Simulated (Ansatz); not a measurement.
Crystal: HfIn4SiO6.

```xyz
12
Lattice="5.2774 0.0000 0.0000 -2.6387 4.5704 0.0000 0.0000 0.0000 10.5590" Properties=species:S:1:pos:R:3 pbc="T T T"
Hf    2.6387    1.5234    0.0000
In    0.0000    0.0000    3.2148
In    0.0000    0.0000    7.3442
In    0.0000    3.0469    8.3331
In    0.0000    3.0469    2.2260
Si    0.0000    0.0000    0.0000
O     3.2747    3.2219    9.5002
O     1.4858    0.1234    1.0589
O     0.8498    1.2250    9.5002
O     2.0027    3.2219    1.0589
O     3.7916    0.1234    9.5002
O     4.4277    1.2250    1.0589
```

The cell was built by a generator and needn't be a form met in nature.

Base run:

- Program: Ansatz 0.2.0
- Functional: PBE
- Potentials or basis: all-electron LAPW, scalar-relativistic
- Cutoff: 388 eV (chosen from the basis error)
- Basis error allowed: 0.002 eV/atom
- k mesh: 4 × 4 × 2
- Occupations: fermi-dirac, width 0.05 eV
- Spin: no spin polarisation

Its results: band gap on the k mesh 0.35 eV, indirect (least direct gap 1.71 eV); pressure 0.0 GPa; largest force 0.006 eV/Å.

Problem. The run is repeated on the same cell with these changes: functional from PBE to PBEsol. What comes out?

Solution. Band gap on the k mesh 0.34 eV, indirect (least direct gap 1.66 eV); pressure -3.0 GPa; largest force 0.325 eV/Å.

PBEsol binds more tightly than PBE, so the same cell stands under less pressure.

Caveats: spin-orbit coupling is left out, which moves the levels of the heavy elements; the mesh misses the band edges, which the band path finds closer together (some runs).
